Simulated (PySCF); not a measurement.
# C7H8O2: the cost of one run

Computed with PySCF 2.14.0 and routines of our own; the level stands in each step. Atoms count from 0.

## Step 1: The system as given

17 atoms, charge 0, multiplicity 1; geometry from: GFN2-xTB.

## Step 2: Relaxing the molecule at PBE/def2-SV(P)

The job: settings as JSON, then the geometry in Å.

```
{"job": {"xc": "PBE", "basis": "def2-SV(P)", "grid": 1, "kind": "geom"}, "charge": 0, "multiplicity": 1}
O      0.942714    -1.737428     2.039406
C      1.228265    -1.008757     1.131611
O      2.499579    -0.766622     0.739457
C      2.510338     0.130853    -0.351884
C      1.073896     0.440198    -0.616876
C      0.312560    -0.228131     0.254309
C     -1.134184    -0.296407     0.446871
C     -1.988699     0.922802     0.204835
C     -2.058519    -0.224253    -0.742517
H      3.004645    -0.350603    -1.204173
H      3.088773     1.020482    -0.076019
H      0.776565     1.106722    -1.404292
H     -1.411953    -0.951523     1.262967
H     -2.817039     1.094570     0.874426
H     -1.489963     1.824373    -0.116718
H     -2.935744    -0.851722    -0.734459
H     -1.608230    -0.112524    -1.716852
```

On the command line:

```sh
OMP_NUM_THREADS=1 python excited_run.py task.json out
```

The driver reads the jobs from task.json and runs them one after another.

**Question.** How long does this first job take on 1 thread of Arm Neoverse V2, shared host, and how much memory does it need?

About 42 s, with a peak of 0.59 GiB.
